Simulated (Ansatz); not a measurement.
# CHBrGaN: up Jacob's ladder to CCSD(T)

One table from this session's results is given with a row withheld; the runs are named, their logs left out.

The runs use Ansatz 0.2.0, Gaussian basis; functionals in def2-TZVPP, the program's frozen cores in correlated methods.

Levels to be run: LDA (SPW92), PBE-D4, revPBE-D4, BLYP-D4, r2SCAN-D4, B97M-V, PBE0-D4, B3LYP-D4, r2SCANh-D4, r2SCAN0-D4, HSE06-D4, BHLYP-D4, CAM-B3LYP-D4, LC-ωPBE, ωB97X-V, ωB97M-V, B2PLYP, PBE-QIDH; CCSD(T)/def2-SVP; CCSD(T)/def2-TZVPP; MP2/def2-QZVPP; extrapolation to the limit; RPA on PBE.

## Structure used throughout

All runs share one geometry, relaxed beforehand with PBE0-D4 in a triple-zeta def2 set.

5 atoms, charge 0, spin multiplicity 1.

Atoms are counted from 1 here; the program's logs count them from 0.

Bond lengths: Br1–Ga2 2.426 Å, C3–N4 1.146 Å, C3–H5 1.069 Å. Angles: N4–C3–H5 179.2°.

Set-up of the first run:

in.yaml reads:

```yaml
crystal:
  periodic: [false, false, false]
  atoms:
    - {symbol: Br, position_ang: [-1.984490, -1.206313, 0.135364]}
    - {symbol: Ga, position_ang: [-0.875280, -0.173311, 2.029188]}
    - {symbol: C, position_ang: [0.967846, 0.429316, -0.760704]}
    - {symbol: N, position_ang: [1.246408, 0.796425, 0.288899]}
    - {symbol: H, position_ang: [0.695315, 0.080182, -1.734147]}
basis:
  gaussian: {orbitals: def2-TZVPP}
hamiltonian: {xc: lda}
output: {orbitals: {seedname: orbitals}}
```

The run is started by

```sh
$ ansatz run in.yaml --threads 2 --pin off --events-out ev --progress --plain --max-ram 4352MiB
```

Steps of the session up to this table: LDA; PBE-D4 (GGA); revPBE-D4 (GGA); BLYP-D4 (GGA); r2SCAN-D4 (meta-GGA); B97M-V (meta-GGA); PBE0-D4 (hybrid); B3LYP-D4 (hybrid); r2SCANh-D4 (hybrid); r2SCAN0-D4 (hybrid); HSE06-D4 (hybrid); BHLYP-D4 (hybrid); CAM-B3LYP-D4 (range-separated); LC-ωPBE (range-separated); ωB97X-V (range-separated); ωB97M-V (range-separated); B2PLYP (double hybrid); PBE-QIDH (double hybrid).

One of the session's tables, all rows but one given; the rest of the session is left out.

It belongs to the step «Frontier levels by functional». 

| functional | HOMO (eV) | LUMO (eV) | gap (eV) |
| --- | --- | --- | --- |
| LDA (SPW92) | -6.29 | -2.54 | 3.75 |
| PBE-D4 | -6.07 | -2.30 | 3.77 |
| revPBE-D4 | -6.00 | -2.21 | 3.79 |
| BLYP-D4 | -5.95 | -2.22 | 3.72 |
| r2SCAN-D4 | -6.34 | -2.19 | 4.15 |
| B97M-V | -6.19 | -2.21 | 3.99 |
| PBE0-D4 | -7.02 | -1.58 | 5.44 |
| B3LYP-D4 | -6.87 | -1.81 | 5.06 |
| r2SCANh-D4 | -6.69 | -1.92 | 4.77 |
| r2SCAN0-D4 | -7.20 | -1.53 | 5.68 |
| HSE06-D4 | -6.63 | -1.95 | 4.68 |
| BHLYP-D4 | -7.85 | -0.84 | 7.01 |
| CAM-B3LYP-D4 | -8.24 | -0.67 | 7.57 |
| LC-ωPBE | -9.41 | 0.39 | 9.80 |
| ωB97X-V | -9.11 | 0.29 | 9.40 |
| ωB97M-V | ? | ? | ? |

Estimate the missing values for ωB97M-V.

As computed: HOMO (eV): -9.04; LUMO (eV): 0.14; gap (eV): 9.18. In the column «HOMO (eV)» it lies between ωB97X-V (-9.11) and CAM-B3LYP-D4 (-8.24).
